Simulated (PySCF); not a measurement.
# Cl4Yb (Yb(Cl)4-): the cost of one run

Method: several levels, as the steps say, no spin–orbit coupling; program: PySCF 2.14.0.

1 further run of the same task is left out (for a known fault of the program).

## Step 1: The system as given

5 atoms, charge -1, spin multiplicity 1.

Bond lengths: Yb1–Cl2 2.486 Å, Yb1–Cl3 2.486 Å, Yb1–Cl4 2.486 Å, Yb1–Cl5 2.486 Å. Angles: Cl2–Yb1–Cl3 109.5°, Cl2–Yb1–Cl4 109.5°, Cl2–Yb1–Cl5 109.5°, Cl3–Yb1–Cl4 109.5°, Cl3–Yb1–Cl5 109.5°, Cl4–Yb1–Cl5 109.5°.

Geometry (Å):

```xyz
5

Yb    0.0000    0.0000    0.0000
Cl    1.4351    1.4351    1.4351
Cl   -1.4351   -1.4351    1.4351
Cl    1.4351   -1.4351   -1.4351
Cl   -1.4351    1.4351   -1.4351
```

Formal oxidation states: Yb +3. Each metal's 13 4f electrons lie in its core potential, so multiplicities, spins and levels count the valence alone. An earlier session relaxed this geometry at PBE0, Yb lcecp-1-SVP with ECP59, Cl def2-SVP (singlet, point group Td).

At PBE0 on the finer grid: E = -1879.489883 Eh, HOMO -4.48 eV, LUMO 3.63 eV, Mulliken charge on Yb1 +0.70 e, largest force component 0.006 eV/Å. 

Levels to run: revPBE; BP86; PBE0, TZVP. Hardware: 2 threads of Arm Neoverse V1, shared host.

## Step 2: revPBE

The input, run.py (the lines that set the calculation):

```python
mol = gto.M(atom='''
Yb     0.00000     0.00000     0.00000
Cl     1.43509     1.43509     1.43509
Cl    -1.43509    -1.43509     1.43509
Cl     1.43509    -1.43509    -1.43509
Cl    -1.43509     1.43509    -1.43509''',
    basis={'Yb': 'lcecp-1-SVP', 'Cl': 'def2-SVP'},
    ecp={'Yb': 'lcecp-1-SVP'},
    charge=-1, spin=0)
mf = dft.RKS(mol, xc='PBE_R,PBE')
mf.grids.atom_grid = (75, 302)  # f atoms: unpruned, at least (60, 302)
mf = mf.density_fit()  # fitting sets: Yb AutoAux, Cl def2-universal-JKFIT
mf.conv_tol = 1e-08; mf.max_cycle = 55
mf.kernel(dm0)  # dm0: the density of the relaxed state
```

Run with:

```sh
$ OMP_NUM_THREADS=2 python run.py
```

**Question.** How long does this run take on 2 threads of Arm Neoverse V1, shared host?

About 4.7 s.
